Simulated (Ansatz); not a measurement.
**H4SSiZn: up Jacob's ladder to CCSD(T)**

How much do the methods differ for H4SSiZn? The plan is to run it at one geometry with functionals of several rungs and with coupled cluster. The yardstick is the atomisation energy at the CCSD(T) limit.

Method: functionals in def2-TZVPP, the program's frozen cores in correlated methods; program: Ansatz 0.2.0, Gaussian basis.

Plan: LDA (SPW92), PBE-D4, revPBE-D4, BLYP-D4, r2SCAN-D4, B97M-V, PBE0-D4, B3LYP-D4, r2SCANh-D4, r2SCAN0-D4, HSE06-D4, BHLYP-D4, CAM-B3LYP-D4, LC-ωPBE, ωB97X-V, ωB97M-V, B2PLYP, PBE-QIDH; CCSD(T)/def2-SVP; CCSD(T)/def2-TZVPP; MP2/def2-QZVPP; extrapolation to the limit; RPA on PBE.

## (1) The geometry

The geometry comes from an earlier relaxation with PBE0-D4 in a triple-zeta def2 set; it is a stationary point, not always the lowest conformer.

7 atoms, charge 0, spin multiplicity 1.

Atoms are counted from 1 here; the program's logs count them from 0.

Bond lengths: S1–Si2 2.139 Å, S1–H4 1.344 Å, Si2–H5 1.484 Å, Si2–H6 1.482 Å, Si2–H7 1.485 Å. Angles: Si2–S1–H4 94.7°, S1–Si2–H5 111.4°, S1–Si2–H6 104.8°, S1–Si2–H7 111.4°, H5–Si2–H6 110.2°, H5–Si2–H7 109.1°, H6–Si2–H7 110.0°.

## (2) LDA

This LDA is Slater exchange with PW92 correlation.

in.yaml reads:

```yaml
crystal:
  periodic: [false, false, false]
  atoms:
    - {symbol: S, position_ang: [-1.560657, -0.287915, -0.054287]}
    - {symbol: Si, position_ang: [0.265460, 0.825596, -0.038772]}
    - {symbol: Zn, position_ang: [0.667749, -3.020688, 1.321828]}
    - {symbol: H, position_ang: [-1.335794, -0.852868, -1.252796]}
    - {symbol: H, position_ang: [0.316499, 1.796246, -1.160786]}
    - {symbol: H, position_ang: [0.261222, 1.543101, 1.257991]}
    - {symbol: H, position_ang: [1.446721, -0.071472, -0.118877]}
basis:
  gaussian: {orbitals: def2-TZVPP}
hamiltonian: {xc: lda}
output: {orbitals: {seedname: orbitals}}
```

On the command line:

```sh
ansatz run in.yaml --threads 2 --pin off --events-out ev --progress --plain --max-ram 4352MiB
```

Further steps of the session: PBE-D4 (GGA); revPBE-D4 (GGA); BLYP-D4 (GGA); r2SCAN-D4 (meta-GGA); B97M-V (meta-GGA); PBE0-D4 (hybrid); B3LYP-D4 (hybrid); r2SCANh-D4 (hybrid); r2SCAN0-D4 (hybrid); HSE06-D4 (hybrid); BHLYP-D4 (hybrid); CAM-B3LYP-D4 (range-separated); LC-ωPBE (range-separated); ωB97X-V (range-separated); ωB97M-V (range-separated); B2PLYP (double hybrid); PBE-QIDH (double hybrid); CCSD(T) in def2-SVP; CCSD(T) in def2-TZVPP; MP2 in def2-QZVPP; RPA on PBE orbitals.

**Question.** What will the summary of the whole plan be? Wanted: atomisation energy, CCSD(T)/CBS; farthest beyond LDA; mean size of error, GGA; mean size of error, meta-GGA; mean size of error, hybrid; mean size of error, range-separated; mean size of error, double hybrid; gap, smallest and largest; T1 diagnostic.

As calculated:

| quantity | value |
| --- | --- |
| atomisation energy, CCSD(T)/CBS | 1710.8 kJ/mol |
| functionals within 8.6 kJ/mol (0.5 %) | r2SCAN-D4, B3LYP-D4, CAM-B3LYP-D4, ωB97M-V |
| farthest beyond LDA | LC-ωPBE (-47.7 kJ/mol) |
| mean size of error, GGA | 28.4 kJ/mol |
| mean size of error, meta-GGA | 9.0 kJ/mol |
| mean size of error, hybrid | 19.4 kJ/mol |
| mean size of error, range-separated | 17.2 kJ/mol |
| mean size of error, double hybrid | 36.4 kJ/mol |
| gap, smallest and largest | 4.38 eV (B97M-V), 9.85 eV (LC-ωPBE) |
| T1 diagnostic | 0.0139 |
| triples share of the correlation energy | 3.3 % |

In words: The LDA atomisation energy is off by 178.1 kJ/mol (10 %): it overbinds. PBE-D4 misses by -20.5 kJ/mol. Double hybrids carry the basis error of their MP2 part in triple zeta, and no dispersion term here, so their miss is partly the set-up's. Taken by rung, meta-GGA functionals do best (9.0 kJ/mol on average) and double hybrid ones worst beyond LDA (36.4 kJ/mol). Misses under about 8.6 kJ/mol are within the doubt on the reference itself, which lacks core-valence correlation, relativity and higher excitations. Hartree-Fock recovers 74 % of the binding; the rest is correlation. CCSD(T) in def2-SVP is off by -139.6 kJ/mol, worse than the median functional, from the basis alone. Orbital gaps span 4.4 to 9.9 eV; exact exchange widens them. For Zn the d shell is correlated and the shells below it are frozen.
